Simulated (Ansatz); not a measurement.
**InGa3P4: the band gap up the ladder of functionals**

An exercise on one series of results from a longer session: the logs are not shown, and one member is left open.

The runs shown are made with Ansatz 0.2.0. PAW datasets, plane waves. No spin polarisation and no zero-point or thermal motion; the cell was built from a prototype and may be hypothetical.

## The cell

The cell was relaxed beforehand with r2SCAN.

The symmetry is P-4m2 (No. 115, tetragonal); conventional cell a = 3.927 Å, c = 11.177 Å, 21.55 Å³ an atom. Ga has 4 P at 2.37–2.38 Å; P has 4 Ga at 2.38 Å; Ga has 4 P at 2.38 Å; P has 2 Ga at 2.37 Å and 2 In at 2.52 Å; In has 4 P at 2.52 Å.

Coordinates:

```cif
data_structure
_symmetry_space_group_name_H-M 'P 1'
_symmetry_Int_Tables_number 1
_cell_length_a 3.9273
_cell_length_b 3.9273
_cell_length_c 11.1772
_cell_angle_alpha 90.000
_cell_angle_beta 90.000
_cell_angle_gamma 90.000
_cell_volume 172.39
loop_
_atom_site_label
_atom_site_type_symbol
_atom_site_fract_x
_atom_site_fract_y
_atom_site_fract_z
_atom_site_occupancy
Ga1 Ga 0.00000 0.00000 0.76000 1
P1 P 0.00000 0.50000 0.88008 1
Ga2 Ga 0.50000 0.50000 0.00000 1
P2 P 0.50000 0.00000 0.11992 1
Ga3 Ga 0.00000 0.00000 0.24000 1
P3 P 0.00000 0.50000 0.35872 1
In1 In 0.50000 0.50000 0.50000 1
P4 P 0.50000 0.00000 0.64128 1
```

Set-up of the first run:

The input, input.yaml:

```yaml
crystal:
  lattice:
    - [3.9272950659, 0.0, 0.0]
    - [0.0, 3.9272950659, 0.0]
    - [0.0, 0.0, 11.1772444588]
  atoms:
    - { symbol: Ga, position: [0.0, 0.0, 0.7599994355] }
    - { symbol: P, position: [0.0, 0.5, 0.8800760288] }
    - { symbol: Ga, position: [0.5, 0.5, 0.0] }
    - { symbol: P, position: [0.5, 0.0, 0.1199239712] }
    - { symbol: Ga, position: [0.0, 0.0, 0.2400005645] }
    - { symbol: P, position: [0.0, 0.5, 0.3587159726] }
    - { symbol: In, position: [0.5, 0.5, 0.5] }
    - { symbol: P, position: [0.5, 0.0, 0.6412840274] }
kpoints:
  mp_grid: { grid: [6, 6, 2] }
  band_path:
    path:
      - [[0.0, 0.0, 0.0], [0.0, 0.5, 0.0], [0.5, 0.5, -1.47696056498e-34], [0.0, 0.0, 0.0], [-1.327832180881e-51, 0.0, 0.5], [-1.327832180881e-51, 0.5, 0.5], [0.5, 0.5, 0.5], [-1.327832180881e-51, 0.0, 0.5]]
      - [[0.0, 0.5, 0.0], [-1.327832180881e-51, 0.5, 0.5]]
      - [[0.5, 0.5, -1.47696056498e-34], [0.5, 0.5, 0.5]]
    npoints: 10
hamiltonian:
  xc: pbe
scf:
  occupations: { method: fermi_dirac, width: 0.02 }
  n_extra_bands: 6
output:
  forces: true
  stress: true
  eigenvalues: true
```

Launch:

```console
$ ansatz run input.yaml --threads 4 --pin off --max-ram 6451MiB --backend cpu --events-out ev --progress --plain --runs-dir out
```

Among the steps run: PBE band path; r2SCAN; HSE06; PBE+SOC at the same geometry; PBE0 at the same geometry.

One of the session's tables, all rows but one given; the rest of the session is left out.

| level | gap (eV) |
| --- | --- |
| PBE | 1.31 |
| r2SCAN | 1.73 |
| HSE06 | 2.20 |
| PBE+SOC | ? |
| PBE0 | 2.86 |

Q: Estimate the row for PBE+SOC from the others.

The run gave: gap (eV): 1.28. In the column «gap (eV)» it is the lowest.

Meshes: PBE 6×6×2, r2SCAN 6×6×2, HSE06 4×4×2, PBE+SOC 6×6×2, PBE0 4×4×2

Against HSE06, PBE is short by 0.89 eV, at 59 % of it, and r2SCAN 79 %. PBE0 lies 0.66 eV above HSE06, which differs from it by screening the long-range exchange. The levels disagree on whether the gap is direct.

Limits of these values: Warnings in the runs' records: stress exchange threshold loose, stress scf threshold loose.
